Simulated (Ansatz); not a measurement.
Crystal: Te4Pt3.

```xyz
7
Lattice="1.9940 1.1512 11.7967 -1.9940 1.1512 11.7967 0.0000 -2.3025 11.7967" Properties=species:S:1:pos:R:3 pbc="T T T"
Pt    0.0000    0.0000   30.2231
Pt    0.0000    0.0000    5.1669
Pt    0.0000    0.0000    0.0000
Te    0.0000    0.0000   24.9500
Te    0.0000    0.0000   10.4401
Te    0.0000    0.0000   19.7122
Te    0.0000    0.0000   15.6778
```

| Quantity | Value |
| --- | --- |
| Program | Ansatz 0.2.0 |
| Task | relaxation of cell and atoms |
| Functional | LDA |
| Potentials or basis | Ansatz PAW |
| Cutoff | 420 eV (not typed: the program's choice for these potentials) |
| k mesh | 8 × 8 × 8 |
| Occupations | fermi-dirac, width 0.05 eV |
| Spin | no spin polarisation |

At the start: volume 23.21 Å³/atom.

Q: Where does the relaxation end?

A: It ends after 5 steps and the volume is 22.67 Å³/atom (-2.3 %); space group R-3m (No. 166, to 0.05 Å).

Step by step:
| step | energy change (eV) | largest force (eV/Å) | volume (Å³) |
| --- | --- | --- | --- |
| 1 | 0.0000 | 0.7831 | 162.48 |
| 2 | -0.0839 | 0.2378 | 156.64 |
| 3 | -0.0958 | 0.0337 | 158.68 |
| 4 | -0.0963 | 0.0060 | 158.69 |
| 5 | -0.0951 | 0.0060 | 158.69 |

Final structure:
```xyz
7
Lattice="1.9845 1.1457 11.6323 -1.9845 1.1457 11.6323 0.0000 -2.2915 11.6323" Properties=species:S:1:pos:R:3 pbc="T T T"
Pt    0.0000    0.0000   29.7924
Pt    0.0000    0.0000    5.1046
Pt    0.0000    0.0000    0.0000
Te    0.0000    0.0000   24.6275
Te    0.0000    0.0000   10.2694
Te    0.0000    0.0000   19.3710
Te    0.0000    0.0000   15.5259
```

Caveat: the plane-wave basis is chosen anew once the cell has moved, so the energies of steps on either side of that aren't comparable; the PAW data sets come from PBE, with cores solved anew for the run's functional, which leaves a small shift of forces and pressure.
